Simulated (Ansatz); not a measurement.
# TaN: the cost of one run

Method: DFT r²SCAN without U, plane waves, PAW, no spin–orbit coupling unless a run says so, in Ansatz 0.2.0.

**1. Starting point**

It takes space group Fm-3m (No. 225, cubic). Conventional cell: a = 4.358 Å, b = 4.358 Å, c = 4.358 Å, α = 90.00°, β = 90.00°, γ = 90.00°. Ta (site symmetry m-3m) has 6 N at 2.18 Å as nearest neighbours. N (site symmetry m-3m) has 6 Ta at 2.18 Å as nearest neighbours.

Structure file:

```cif
data_structure
_symmetry_space_group_name_H-M 'Fm-3m'
_symmetry_Int_Tables_number 225
_cell_length_a 4.3580
_cell_length_b 4.3580
_cell_length_c 4.3580
_cell_angle_alpha 90.000
_cell_angle_beta 90.000
_cell_angle_gamma 90.000
_cell_volume 82.77
loop_
_atom_site_label
_atom_site_type_symbol
_atom_site_symmetry_multiplicity
_atom_site_Wyckoff_symbol
_atom_site_fract_x
_atom_site_fract_y
_atom_site_fract_z
_atom_site_occupancy
Ta1 Ta 4 b 0.50000 0.00000 0.00000 1
N1 N 4 a 0.00000 0.00000 0.00000 1
```

Magnetic order typed: ferromagnetic.

An earlier series on this cell reached its lowest free state from «natural orbitals of the symmetric run, filled by rank», perhaps among other starts (it ended without moments).

**2. Random orbitals: single harmonics, second filling**

Contents of input.yaml:

```yaml
crystal:
  lattice:
    - [0.0, 2.17900131, 2.17900131]
    - [2.17900131, 0.0, 2.17900131]
    - [2.17900131, 2.17900131, 0.0]
  atoms:
    - { symbol: Ta, position: [0.5, 0.5, 0.5], spin: 0.3 }
    - { symbol: "N", position: [0.0, 0.0, 0.0] }
basis:
  ecutwfc: 500
  ecutrho_ratio: 4
kpoints:
  mp_grid: { grid: [7, 7, 7] }
hamiltonian:
  xc: r2scan
  hubbard:
    sites:
      - { site: 0, l: d, u_eff: 0.0, starting_ns: [{ spin: up, occupation_matrix: s0up }, { spin: down, occupation_matrix: s0down }] }
    occupation_matrices:
      s0up:
        matrix:
          - [0.02, 0.0, 0.0, 0.0, 0.0]
          - [0.0, 0.02, 0.0, 0.0, 0.0]
          - [0.0, 0.0, 0.02, 0.0, 0.0]
          - [0.0, 0.0, 0.0, 0.97, 0.0]
          - [0.0, 0.0, 0.0, 0.0, 0.02]
      s0down:
        matrix:
          - [0.02, 0.0, 0.0, 0.0, 0.0]
          - [0.0, 0.97, 0.0, 0.0, 0.0]
          - [0.0, 0.0, 0.02, 0.0, 0.0]
          - [0.0, 0.0, 0.0, 0.02, 0.0]
          - [0.0, 0.0, 0.0, 0.0, 0.02]
    ns_hold: { iters: 12 }
scf:
  occupations: { method: gaussian, width: 0.05 }
  lower_state_search: "off"
  max_iter: 150
output:
  forces: true
  stress: true
  eigenvalues: true
  populations: true
  hubbard: { sites: [{ site: 0, l: d }] }
magnetization:
  spin_polarized: true
```

The typed matrices put 0.97 on the chosen orbitals and 0.02 on the others, and are held for 12 cycles.

Launch:

```console
$ ansatz run input.yaml --threads 2 --pin off --max-ram 3072MiB --backend cpu --events-out ev --progress --plain --runs-dir out
```

What time and memory should one allow on 2 threads of Arm Neoverse V2, shared host?

About 9.3 s, with a peak of 0.39 GiB.
